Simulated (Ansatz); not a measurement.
# AlHF₂ + H₂O: a complex and its separated parts

The complex below is one end of an elementary step. How strongly is it bound against its free parts?

The runs use Ansatz 0.2.0, Gaussian basis; PBE0-D4/def2-TZVP structures, single points in def2-TZVPP, no counterpoise correction.

Levels: SPW92, PBE-D4, BLYP-D4, r2SCAN-D4, B97M-V, PBE0-D4, B3LYP-D4, r2SCAN0-D4, BHLYP-D4, CAM-B3LYP-D4, wB97X-V, wB97M-V, B2PLYP, PBE-QIDH, RPA on PBE, Hartree-Fock, MP2, CCSD, CCSD(T).

Cores are frozen in the correlated methods. B3LYP uses VWN-RPA correlation. B2PLYP carries no dispersion term here.

21 further runs of the same task are left out: 21 set aside as unsound or not needed.

### 1 Starting geometry

The complex: 7 atoms, charge 0, spin multiplicity 1.

Atoms are counted from 1 here; the program's logs count them from 0.

Bond lengths: Al1–O2 1.971 Å, Al1–F3 1.668 Å, Al1–F4 1.654 Å, Al1–H6 1.576 Å, O2–H5 0.963 Å, O2–H7 0.966 Å. Angles: O2–Al1–F3 91.7°, O2–Al1–F4 102.6°, O2–Al1–H6 102.4°, F3–Al1–F4 115.9°, F3–Al1–H6 118.9°, F4–Al1–H6 118.1°, Al1–O2–H5 117.9°, Al1–O2–H7 108.6°, H5–O2–H7 108.6°.

Geometry (Å):

```
Al   -0.82434   -0.22335   -0.02811
O     0.98662    0.55409    0.02310
F    -0.37505   -1.31846   -1.20339
F    -1.74877    1.04760   -0.54233
H     1.42579    0.61758    0.87785
H    -1.01732   -0.73140    1.45155
H     1.55317    0.05395   -0.57867
```

Its parts: AlHF₂ holds atoms 1, 3, 4, 6; H₂O holds atoms 2, 5, 7. Each part counts its atoms afresh in its own runs.

### 2 Relaxing AlHF₂ alone

The input, relax-a/in.yaml:

```yaml
crystal:
  periodic: [false, false, false]
  atoms:
    - {symbol: Al, position_ang: [-0.824339, -0.223351, -0.028109]}
    - {symbol: F, position_ang: [-0.375051, -1.318461, -1.203395]}
    - {symbol: F, position_ang: [-1.748773, 1.047603, -0.542327]}
    - {symbol: H, position_ang: [-1.017321, -0.731403, 1.451547]}
basis:
  gaussian: {orbitals: def2-TZVP}
hamiltonian: {xc: pbe0, dispersion: d4}
relax: {f_tol: 0.005, max_steps: 200}
```

The command line of these runs was not kept.

After this run come: Relaxing H₂O alone; wB97M-V/def2-TZVPP; CCSD(T)/def2-TZVPP; Vibrations of AlHF₂; Vibrations of H₂O.

**Question.** What will these runs give? Wanted: complex less parts, CCSD(T)/def2-TZVPP; with zero-point energy; largest T1 diagnostic.

As calculated:

| quantity | value |
| --- | --- |
| complex less parts, CCSD(T)/def2-TZVPP | -106.6 kJ/mol |
| with zero-point energy | -95.4 kJ/mol |
| largest T1 diagnostic | 0.013 |

What this shows: At CCSD(T) the complex lies 106.6 kJ/mol below its parts. B3LYP-D4 is the best functional here (+2.4 kJ/mol from CCSD(T)); SPW92 is the worst (-23.4 kJ/mol). Mean unsigned error by rung: LDA 23.4, GGA 6.8, meta-GGA 6.1, hybrid 5.7, range-separated hybrid 3.9, double hybrid 4.2 kJ/mol. PBE-D4 gives a relative energy 3.5 kJ/mol too high, inside chemical accuracy (1 kcal/mol, 4.2 kJ/mol). No counterpoise was applied, and triple zeta lacks some correlation, so the CCSD(T) reference has a basis error of its own, and close matches with it are partly luck.
